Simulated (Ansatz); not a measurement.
# Molecular dynamics of Ba4Ti4CO12F4

input.yaml

```yaml
accuracy: low
crystal:
  lattice:
    - [5.656713, 0.0, 0.0]
    - [0.0, 8.034, 0.0]
    - [0.0, 0.0, 19.242535]
  atoms:
    - { symbol: Ba, position: [0.0, 0.0, 0.0519682] }
    - { symbol: Ti, position: [0.5, 0.259, 0.0519682] }
    - { symbol: O, position: [0.5, 0.492, 0.0519682] }
    - { symbol: O, position: [0.25, 0.2425, 0.1254605] }
    - { symbol: O, position: [0.75, 0.2425, 0.1254605] }
    - { symbol: Ba, position: [0.5, 0.0, 0.1989528] }
    - { symbol: Ti, position: [0.0, 0.259, 0.1989528] }
    - { symbol: O, position: [0.0, 0.492, 0.1989528] }
    - { symbol: O, position: [0.75, 0.2425, 0.2724451] }
    - { symbol: O, position: [0.25, 0.2425, 0.2724451] }
    - { symbol: Ba, position: [0.0, 0.5, 0.0519682] }
    - { symbol: Ti, position: [0.5, 0.759, 0.0519682] }
    - { symbol: O, position: [0.5, 0.992, 0.0519682] }
    - { symbol: O, position: [0.25, 0.7425, 0.1254605] }
    - { symbol: O, position: [0.75, 0.7425, 0.1254605] }
    - { symbol: Ba, position: [0.5, 0.5, 0.1989528] }
    - { symbol: Ti, position: [0.0, 0.759, 0.1989528] }
    - { symbol: O, position: [0.0, 0.992, 0.1989528] }
    - { symbol: O, position: [0.75, 0.7425, 0.2724451] }
    - { symbol: O, position: [0.25, 0.7425, 0.2724451] }
    - { symbol: C, position: [0.2535013, 0.2234468, 0.5323366] }
    - { symbol: F, position: [0.4387236, 0.3092519, 0.5093204] }
    - { symbol: F, position: [0.0555354, 0.2934403, 0.5093204] }
    - { symbol: F, position: [0.2664415, 0.0677391, 0.5093204] }
    - { symbol: F, position: [0.2535013, 0.2234468, 0.6014543] }
basis:
  ecutwfc: 500.0
kpoints:
  mp_grid: { grid: [2, 1, 1] }
hamiltonian:
  xc: r2scan
  dispersion: d3bj
  pseudopotentials: { kind: paw, azcp: { folder: soft_1 } }
scf:
  occupations: { method: fermi_dirac, width: 0.02 }
  lower_state_search: "off"
md:
  timestep: 1
  n_steps: 210
  ensemble: nve
  initial_velocities: zero
  seed: 957431
  initial_site_velocities:
    - { site: 20, velocity: [0.0, 0.0, -0.046827] }
    - { site: 21, velocity: [0.0, 0.0, -0.046827] }
    - { site: 22, velocity: [0.0, 0.0, -0.046827] }
    - { site: 23, velocity: [0.0, 0.0, -0.046827] }
    - { site: 24, velocity: [0.0, 0.0, -0.046827] }
  constraints: [{ sites: [0, 1, 2, 10, 11, 12] }]
```

Command:

```bash
$ ansatz run input.yaml --threads 4 --pin off --max-ram 10240MiB --backend cpu --events-out ev --progress --plain --runs-dir out
```

It starts from an unrelaxed structure (largest force component 6.90 eV/Å).

Output, in part (step lines):

```
md step     0: t =     0.00 fs  T =  4071.8 K  F+E_penalty+E_count = -44204.51490736 eV  E_kin = 10.000157 eV  conserved = -44194.51475045 eV  (25 SCF iters)
md step     1: t =     1.00 fs  T =  4090.5 K  F+E_penalty+E_count = -44204.56073953 eV  E_kin = 10.045968 eV  conserved = -44194.51477116 eV  (9 SCF iters)
md step     2: t =     2.00 fs  T =  4145.4 K  F+E_penalty+E_count = -44204.69572468 eV  E_kin = 10.180906 eV  conserved = -44194.51481894 eV  (10 SCF iters)
md step     3: t =     3.00 fs  T =  4236.4 K  F+E_penalty+E_count = -44204.91923134 eV  E_kin = 10.404351 eV  conserved = -44194.51488009 eV  (10 SCF iters)
md step     4: t =     4.00 fs  T =  4363.1 K  F+E_penalty+E_count = -44205.23044702 eV  E_kin = 10.715520 eV  conserved = -44194.51492684 eV  (14 SCF iters)
md step     5: t =     5.00 fs  T =  4525.3 K  F+E_penalty+E_count = -44205.62872355 eV  E_kin = 11.113867 eV  conserved = -44194.51485696 eV  (11 SCF iters)
md step     6: t =     6.00 fs  T =  4723.9 K  F+E_penalty+E_count = -44206.11620737 eV  E_kin = 11.601563 eV  conserved = -44194.51464449 eV  (21 SCF iters)
md step     7: t =     7.00 fs  T =  4958.3 K  F+E_penalty+E_count = -44206.69262038 eV  E_kin = 12.177245 eV  conserved = -44194.51537575 eV  (15 SCF iters)
[... lines left out ...]
```

The steps, from the saved trajectory:

```tsv
time (fs)	T (K)	potential energy less start (eV)	conserved less start (meV/atom)
0	4072	0.000	0.00
7	4958	-2.178	-0.03
14	7077	-7.395	-0.62
21	6955	-7.090	-0.36
28	6976	-7.149	-0.62
35	6343	-5.590	-0.51
42	4777	-1.728	0.19
49	6500	-5.973	-0.39
56	7629	-8.761	-1.04
63	5728	-4.064	0.14
70	5907	-4.525	-0.71
77	4600	-1.305	-0.27
84	3207	2.120	-0.15
91	3209	2.119	-0.06
98	4845	-1.917	-0.71
105	4616	-1.349	-0.54
112	4242	-0.427	-0.40
119	4762	-1.710	-0.55
126	4613	-1.334	-0.23
133	5323	-3.081	-0.30
140	6193	-5.227	-0.68
147	5114	-2.569	-0.35
154	4256	-0.461	-0.33
161	4717	-1.596	-0.44
168	4867	-1.965	-0.51
175	4269	-0.489	-0.13
182	5031	-2.364	-0.32
189	6200	-5.246	-0.80
196	4599	-1.304	-0.33
203	4836	-1.896	-0.75
210	5939	-4.600	-0.56
```

All steps were run. The conserved energy stayed within 1.3 meV per atom of its start (net change -0.56 meV per atom), so the integration is sound. A run of 0.21 ps of so small a system gives no equilibrium averages. Limits of this set-up: coarse k mesh, slab without dipole correction, a typed lattice constant that wasn't relaxed here, low accuracy level.

Mean squared displacements from the first frame to the last: Ba 0.15 Å², Ti 0.10 Å², O 2.33 Å², C 6.27 Å², F 9.24 Å².

Last frame:

```xyz
25
Lattice="5.6567 0.0000 0.0000 0.0000 8.0340 0.0000 0.0000 0.0000 19.2425" Properties=species:S:1:pos:R:3
Ba 0.000 0.000 1.000
Ti 2.828 2.081 1.000
O 2.828 3.953 1.000
O 3.625 2.030 -0.805
O 4.141 2.187 2.372
Ba 3.108 -0.305 4.174
Ti -0.230 2.083 4.057
O 0.510 3.949 3.796
O 3.747 1.776 4.519
O 1.085 1.999 2.047
Ba 0.000 4.017 1.000
Ti 2.828 6.098 1.000
O 2.828 7.970 1.000
O 1.472 6.032 1.948
O 4.276 5.888 2.242
Ba 3.039 4.179 4.308
Ti 0.309 5.860 4.181
O 0.344 8.509 3.855
O 4.843 5.940 5.565
O 1.670 6.130 5.529
C 0.747 1.898 7.837
F 1.641 0.822 8.298
F 1.266 3.082 7.561
F -0.081 1.913 6.548
F -0.111 1.738 8.853
```

Time of the run: 59 min on 4 threads of Arm Neoverse V1, on a shared host, peak memory 2.5 GiB.
